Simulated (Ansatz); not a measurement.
# CrSiGe3: the cost of one run

Method: DFT PBE, scalar-relativistic, plane waves, PAW, in Ansatz 0.2.0.

**1. The starting structure**

The structure is cubic, space group Pm-3m (No. 221). Conventional cell: a = 4.662 Å, b = 4.662 Å, c = 4.662 Å, α = 90.00°, β = 90.00°, γ = 90.00°. Cr (site symmetry m-3m) has 6 Ge at 2.33 Å as nearest neighbours. Around Si (site symmetry m-3m) lie 12 Ge at 3.30 Å. Around Ge (site symmetry 4/mmm) lie 2 Cr at 2.33 Å and 4 Si at 3.30 Å and 8 Ge at 3.30 Å.

As a file:

```cif
data_structure
_symmetry_space_group_name_H-M 'P 1'
_symmetry_Int_Tables_number 1
_cell_length_a 4.6624
_cell_length_b 4.6624
_cell_length_c 4.6624
_cell_angle_alpha 90.000
_cell_angle_beta 90.000
_cell_angle_gamma 90.000
_cell_volume 101.35
loop_
_atom_site_label
_atom_site_type_symbol
_atom_site_fract_x
_atom_site_fract_y
_atom_site_fract_z
_atom_site_occupancy
Cr1 Cr 0.50000 0.50000 0.50000 1
Si1 Si 0.00000 0.00000 0.00000 1
Ge1 Ge 0.00000 0.50000 0.50000 1
Ge2 Ge 0.50000 0.00000 0.50000 1
Ge3 Ge 0.50000 0.50000 0.00000 1
```

The cell was relaxed beforehand at this level, from a database cell with other species swapped in; it is a trial structure. At a tolerance of 0.05 Å it has space group Pm-3m (No. 221); it has 20.27 Å³/atom, an uncorrected energy of +0.64 eV/atom over the elements.

**2. Bands, states and charges**

input.yaml

```yaml
crystal:
  lattice:
    - [4.6624487623, 0.0, 0.0]
    - [0.0, 4.6624487623, 0.0]
    - [0.0, 0.0, 4.6624487623]
  atoms:
    - { symbol: Cr, position: [0.5, 0.5, 0.5] }
    - { symbol: Si, position: [0.0, 0.0, 0.0] }
    - { symbol: Ge, position: [0.0, 0.5, 0.5] }
    - { symbol: Ge, position: [0.5, 0.0, 0.5] }
    - { symbol: Ge, position: [0.5, 0.5, 0.0] }
basis:
  ecutwfc: 420
kpoints:
  mp_grid: { grid: [8, 8, 8] }
  band_path:
    path:
      - [[0.0, 0.0, 0.0], [0.0, 0.5, 0.0], [0.5, 0.5, 0.0], [0.0, 0.0, 0.0], [0.5, 0.5, 0.5], [0.0, 0.5, 0.0]]
      - [[0.5, 0.5, 0.5], [0.5, 0.5, 0.0]]
    npoints: 14
hamiltonian:
  xc: pbe
scf:
  occupations: { method: gaussian, width: 0.1 }
  n_extra_bands: 12
output:
  forces: true
  stress: true
  eigenvalues: true
  populations: true
  dos: { projected: true, de: 0.02, nscf_kmesh: { grid: [10, 10, 10] } }
  bader: true
  write_density: true
  write_potential: true
  elf: true
  volumetric_format: npy
```

Started as:

```
ansatz run input.yaml --threads 1 --pin off --max-ram 2560MiB --backend cpu --events-out ev --progress --plain --runs-dir out
```

Q: Estimate wall time and peak memory on 1 thread of Intel Xeon at 2.50GHz (Skylake/Cascade Lake), shared host.

About 4 min, with a peak of 0.51 GiB.
